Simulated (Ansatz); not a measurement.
# B2Ru: the cost of one run

Method: DFT r2SCAN, scalar-relativistic, plane waves, PAW, in Ansatz 0.2.0.

1 further run of the same task is left out (set aside as unsound or not needed). Runs told in other sessions of the task aren't counted.

### Step 1. The structure to begin with

The structure is orthorhombic, space group Pmmn (No. 59). The conventional cell has a = 2.870 Å, b = 4.640 Å, c = 4.038 Å, α = 90.00°, β = 90.00°, γ = 90.00°. Around B (site symmetry m) lie 3 B at 1.82 to 1.88 Å and 4 Ru at 2.16 to 2.27 Å. Ru (site symmetry mm2) has 8 B at 2.16 to 2.27 Å in its first shell of neighbours.

As a file:

```cif
data_structure
_symmetry_space_group_name_H-M 'P 1'
_symmetry_Int_Tables_number 1
_cell_length_a 2.8704
_cell_length_b 4.6403
_cell_length_c 4.0379
_cell_angle_alpha 90.000
_cell_angle_beta 90.000
_cell_angle_gamma 90.000
_cell_volume 53.78
loop_
_atom_site_label
_atom_site_type_symbol
_atom_site_fract_x
_atom_site_fract_y
_atom_site_fract_z
_atom_site_occupancy
B1 B 0.00000 0.80394 0.36255 1
B2 B 0.00000 0.19606 0.36255 1
B3 B 0.50000 0.30394 0.63745 1
B4 B 0.50000 0.69606 0.63745 1
Ru1 Ru 0.00000 0.00000 0.84671 1
Ru2 Ru 0.50000 0.50000 0.15329 1
```

This cell was relaxed beforehand with the same method: volume 8.96 Å³/atom, gap on the mesh none (metal).

### Step 2. Volume × 0.97

input.yaml reads:

```yaml
crystal:
  lattice:
    - [2.8414169068, 0.0, 0.0]
    - [0.0, 4.593433412, 0.0]
    - [0.0, 0.0, 3.9970913703]
  atoms:
    - { symbol: B, position: [0.0, 0.8039374085, 0.3625471542] }
    - { symbol: B, position: [0.0, 0.1960625915, 0.3625471542] }
    - { symbol: B, position: [0.5, 0.3039374085, 0.6374528458] }
    - { symbol: B, position: [0.5, 0.6960625915, 0.6374528458] }
    - { symbol: Ru, position: [0.0, 0.0, 0.8467087077] }
    - { symbol: Ru, position: [0.5, 0.5, 0.1532912923] }
basis:
  ecutwfc: 500
kpoints:
  mp_grid: { grid: [12, 8, 10] }
hamiltonian:
  xc: r2scan
scf:
  occupations: { method: gaussian, width: 0.1 }
output:
  forces: true
  stress: true
  eigenvalues: true
  write_density: true
  write_potential: true
  elf: true
  volumetric_format: npy
relax:
  adjacent_minimum: "off"
  f_tol: 0.01
  max_steps: 30
  cell: { stress_tol: 0.1, fix: [volume] }
```

On the command line:

```
$ ansatz run input.yaml --threads 1 --pin off --max-ram 2560MiB --backend cpu --events-out ev --progress --plain --runs-dir out
```

**Question.** How long does this run take on 1 thread of Arm Neoverse V1, shared host, and how much memory does it need?

About 2.8 min, with a peak of 0.67 GiB.
